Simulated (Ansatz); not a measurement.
# GeH₄OSi (SMILES O=[SiH][GeH3]): single points off equilibrium

One table from this session's results is given with a row withheld; the runs are named, their logs left out.

Method: single points in def2-TZVPP; program: Ansatz 0.2.0, Gaussian basis.

Correlated methods freeze the cores. Filled d shells of the heavier atoms are correlated.

### The starting structure

SMILES `O=[SiH][GeH3]`, 7 atoms, charge 0, spin multiplicity 1.

Atoms are counted from 1 here; the program's logs count them from 0.

Bond lengths: O1–Si2 1.485 Å, Si2–Ge3 2.299 Å, Si2–H4 1.474 Å, Ge3–H5 1.442 Å, Ge3–H6 1.453 Å, Ge3–H7 1.437 Å. Angles: O1–Si2–Ge3 122.6°, O1–Si2–H4 124.1°, Ge3–Si2–H4 113.3°, Si2–Ge3–H5 114.2°, Si2–Ge3–H6 114.9°, Si2–Ge3–H7 112.9°, H5–Ge3–H6 104.5°, H5–Ge3–H7 103.3°, H6–Ge3–H7 105.8°.

As a file:

```xyz
7
GeH4OSi
O    -1.43200   -1.67020    1.22080
Si   -0.76680   -1.13290    0.00640
Ge    0.50760    0.78090    0.03750
H    -0.81140   -1.78200   -1.31610
H     0.41500    1.57320   -1.16370
H     0.19270    1.70880    1.11000
H     1.91560    0.51470    0.14970
```

The first run:

The input, run/in.yaml:

```yaml
crystal:
  periodic: [false, false, false]
  atoms:
    - {symbol: O, position_ang: [-1.432000, -1.670200, 1.220800]}
    - {symbol: Si, position_ang: [-0.766800, -1.132900, 0.006400]}
    - {symbol: Ge, position_ang: [0.507600, 0.780900, 0.037500]}
    - {symbol: H, position_ang: [-0.811400, -1.782000, -1.316100]}
    - {symbol: H, position_ang: [0.415000, 1.573200, -1.163700]}
    - {symbol: H, position_ang: [0.192700, 1.708800, 1.110000]}
    - {symbol: H, position_ang: [1.915600, 0.514700, 0.149700]}
basis:
  gaussian: {orbitals: def2-TZVPP}
correlation: {method: ccsd_t}
output: {forces: true}
```

The command line of these runs was not kept.

Steps of the session up to this table: CCSD(T)/def2-TZVPP; PBE0-D4/def2-TZVPP; wB97M-V/def2-TZVPP; r2SCAN-D4/def2-TZVPP; PBE-D4/def2-TZVPP; CAM-B3LYP-D4/def2-TZVPP; r2SCAN0-D4/def2-TZVPP.

One of the session's tables, all rows but one given; the rest of the session is left out.

| method | RMS force component (eV/Å) | angle to CCSD(T) forces (°) | dipole (D) |
| --- | --- | --- | --- |
| CCSD(T) | 1.068 | reference | 3.38 |
| PBE0-D4 | 0.970 | 10.4 | 3.53 |
| wB97M-V | 0.941 | 8.1 | 3.56 |
| r2SCAN-D4 | 1.008 | 5.5 | 3.38 |
| PBE-D4 | ? | ? | ? |
| CAM-B3LYP-D4 | 0.888 | 12.3 | 3.64 |
| r2SCAN0-D4 | 0.855 | 14.2 | 3.60 |

Estimate the missing values for PBE-D4.

The run gave: RMS force component (eV/Å): 1.215; angle to CCSD(T) forces (°): 5.9; dipole (D): 3.26. In the column «RMS force component (eV/Å)» it is the highest.
